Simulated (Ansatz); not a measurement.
# Ti3Ag: the cost of one run

Computed with the Python package of Ansatz 0.2.0. Level of theory: DFT r2SCAN, plane waves, PAW.

### 1 Starting point

Ti3Ag Pm-3m: Symmetry: Pm-3m, No. 221, cubic system. The conventional cell has a = 4.099 Å, b = 4.099 Å, c = 4.099 Å, α = 90.00°, β = 90.00°, γ = 90.00°. Around Ti (site symmetry 4/mmm) lie 8 Ti at 2.90 Å and 4 Ag at 2.90 Å. Ag (site symmetry m-3m) has 12 Ti at 2.90 Å as nearest neighbours.

Ti P6_3/mmc: It takes space group P6_3/mmc (No. 194, hexagonal). Conventional cell: a = 2.950 Å, b = 2.950 Å, c = 4.680 Å, α = 90.00°, β = 90.00°, γ = 120.00°. Ti (site symmetry -6m2) is surrounded by 12 Ti at 2.89 to 2.95 Å.

Ag Fm-3m: The structure is cubic, space group Fm-3m (No. 225). The conventional cell has a = 4.085 Å, b = 4.085 Å, c = 4.085 Å, α = 90.00°, β = 90.00°, γ = 90.00°. Ag (site symmetry m-3m) has 12 Ag at 2.89 Å as nearest neighbours.

The script holds or builds the structure itself.

### 2 The code

ti3ag.py reads:

```python
from collections import Counter
import warnings

import ansatz as az
from ase import Atoms
import numpy as np

config = {
    'xc': 'r2SCAN',
    'cutoff': 620,
    'k_spacing': 0.16,
    'occupations': 'cold',
    'width_ev': 0.05,
}


def solve(name, crystal):
    calc = (
        crystal.calculation()
        .functional(config['xc'])
        .basis(config['cutoff'])
        .kpoints(spacing=config['k_spacing'])
        .occupations(config['occupations'], width=config['width_ev'])
        .stress()
    )
    calc = calc.relax(force_tolerance=0.01, cell=True)
    return calc.run(threads=1)


def counts(outcome):
    return Counter(site.symbol for site in outcome.lattice.sites)

def formation_energy(outcome, mu):
    n = counts(outcome)
    return (outcome.report['energy_sigma0_ev'] - sum(k * mu[element] for element, k in n.items())) / sum(n.values())


def volume_per_atom(outcome):
    return abs(np.linalg.det(outcome.lattice.cell_ang)) / len(outcome.lattice.sites)


def main() -> None:
    warnings.simplefilter('ignore')

    phases = {}
    ti3ag = (
        az.Lattice.cubic(4.098807)
        .space_group(221)
        .atom('Ti', [0.5, 0.5, 0.0])
        .atom('Ag', [0.0, 0.0, 0.0])
    )
    phases['Ti3Ag'] = ti3ag
    ti = (
        az.Lattice.from_parameters(2.95, 2.95, 4.68, alpha=90.0, beta=90.0, gamma=120.0)
        .atom('Ti', [1 / 3, 2 / 3, 0.25])
        .atom('Ti', [2 / 3, 1 / 3, 0.75])
    )
    phases['Ti'] = ti
    atoms = Atoms(
        ['Ag'],
        scaled_positions=[
            [0.0, 0.0, 0.0],
        ],
        cell=[
            [0.0, 2.04275, 2.04275],
            [2.04275, 0.0, 2.04275],
            [2.04275, 2.04275, 0.0],
        ],
        pbc=True,
    )
    ag = az.Crystal.from_ase(atoms)
    phases['Ag'] = ag

    done = {}
    for name, crystal in phases.items():
        done[name] = solve(name, crystal)
        print(f'{name}: {done[name].report["energy_sigma0_ev"]:.4f} eV, {len(done[name].lattice.sites)} atoms')

    references = {'Ti': 'Ti', 'Ag': 'Ag'}
    mu = {element: done[name].report['energy_sigma0_ev'] / len(done[name].lattice.sites) for element, name in references.items()}

    target = done['Ti3Ag']
    heat = formation_energy(target, mu)
    rows = [(name, len(o.lattice.sites), volume_per_atom(o), formation_energy(o, mu)) for name, o in done.items()]
    print('     phase       atoms  V (A^3/atom)  E_form (eV/atom)')
    for row in rows:
        print(f'{str(row[0]):>10}  {row[1]:10d}  {row[2]:12.3f}  {row[3]:16.4f}')


if __name__ == '__main__':
    main()
```

### 3 What the engine is handed

The engine receives this input (first run):

```yaml
crystal:
  lattice:
    bravais: cubic
    a: 4.098807
  space_group: 221
  atoms:
    - { symbol: Ti, position: [0.5, 0.5, 0.0] }
    - { symbol: Ag, position: [0.0, 0.0, 0.0] }
basis:
  ecutwfc: 620.0
kpoints:
  mp_grid:
    kspacing: 0.16
hamiltonian:
  xc: r2scan
scf:
  occupations:
    method: cold
    width: 0.05
relax:
  f_tol: 0.01
  cell: {}
output:
  stress: true
```

### 4 The run

On the command line:

```
python ti3ag.py
```

**Question.** How long does this script take on 1 thread of Intel Xeon Platinum 8488C (Sapphire Rapids), shared host, and how much memory does it need?

About 2.1 min, with a peak of 0.79 GiB.
